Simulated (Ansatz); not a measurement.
**Cl₃GaH₃N: how energies converge with the basis set**

The task here is to estimate one member of a computed series from the others.

Computed with Ansatz 0.2.0, Gaussian basis. Level: one geometry, several basis sets.

Levels to be run: PBE0-D4/def2-SVP; ωB97M-V/def2-SVP; PBE0-D4/def2-QZVPP; ωB97M-V/def2-QZVPP; the functionals' def2-TZVPP values are taken from earlier runs.

**The relaxed structure**

An earlier PBE0-D4 in a triple-zeta def2 set relaxation fixed the geometry.

SMILES `[NH3+][Ga-]([Cl])([Cl])[Cl]`, 8 atoms, charge 0, spin multiplicity 1.

Atoms are counted from 1 here; the program's logs count them from 0.

Bond lengths: N1–Ga2 2.067 Å, N1–H6 1.015 Å, N1–H7 1.015 Å, N1–H8 1.015 Å, Ga2–Cl3 2.155 Å, Ga2–Cl4 2.155 Å, Ga2–Cl5 2.155 Å. Angles: Ga2–N1–H6 110.3°, Ga2–N1–H7 110.3°, Ga2–N1–H8 110.3°, H6–N1–H7 108.6°, H6–N1–H8 108.6°, H7–N1–H8 108.6°, N1–Ga2–Cl3 100.5°, N1–Ga2–Cl4 100.5°, N1–Ga2–Cl5 100.5°, Cl3–Ga2–Cl4 116.7°, Cl3–Ga2–Cl5 116.8°, Cl4–Ga2–Cl5 116.8°.

Set-up of the first run:

The input, in.yaml:

```yaml
crystal:
  periodic: [false, false, false]
  atoms:
    - {symbol: N, position_ang: [-0.705400, -0.258192, 0.716083]}
    - {symbol: Ga, position_ang: [0.707877, 0.236808, -0.709341]}
    - {symbol: Cl, position_ang: [2.141943, -1.342589, -0.405608]}
    - {symbol: Cl, position_ang: [-0.486271, 0.131379, -2.499898]}
    - {symbol: Cl, position_ang: [1.273926, 2.203669, -0.035348]}
    - {symbol: H, position_ang: [-0.357218, -0.047366, 1.646290]}
    - {symbol: H, position_ang: [-1.560174, 0.268135, 0.563426]}
    - {symbol: H, position_ang: [-0.922482, -1.248943, 0.668597]}
basis:
  gaussian: {orbitals: def2-SVP}
hamiltonian: {xc: pbe0, dispersion: d4}
output: {orbitals: {seedname: orbitals}}
```

Started as:

```
$ ansatz run in.yaml --threads 4 --pin off --events-out ev --progress --plain --max-ram 10444MiB
```

Steps of the session up to this table: PBE0-D4 in def2-SVP; ωB97M-V in def2-SVP; PBE0-D4 in def2-QZVPP; ωB97M-V in def2-QZVPP.

One of the session's tables, all rows but one given; the rest of the session is left out.

It belongs to the step «Density functionals: the series». 

| functional | basis | HOMO (eV) |
| --- | --- | --- |
| PBE0-D4 | def2-SVP | -8.33 |
| PBE0-D4 | def2-TZVPP | -8.58 |
| PBE0-D4 | def2-QZVPP | -8.64 |
| ωB97M-V | def2-SVP | ? |
| ωB97M-V | def2-TZVPP | -10.85 |
| ωB97M-V | def2-QZVPP | -10.93 |

**Question.** Estimate the row for ωB97M-V, def2-SVP.

**Answer.** HOMO (eV): -10.54. In the column «HOMO (eV)» it lies between ωB97M-V, def2-TZVPP (-10.85) and PBE0-D4, def2-QZVPP (-8.64).
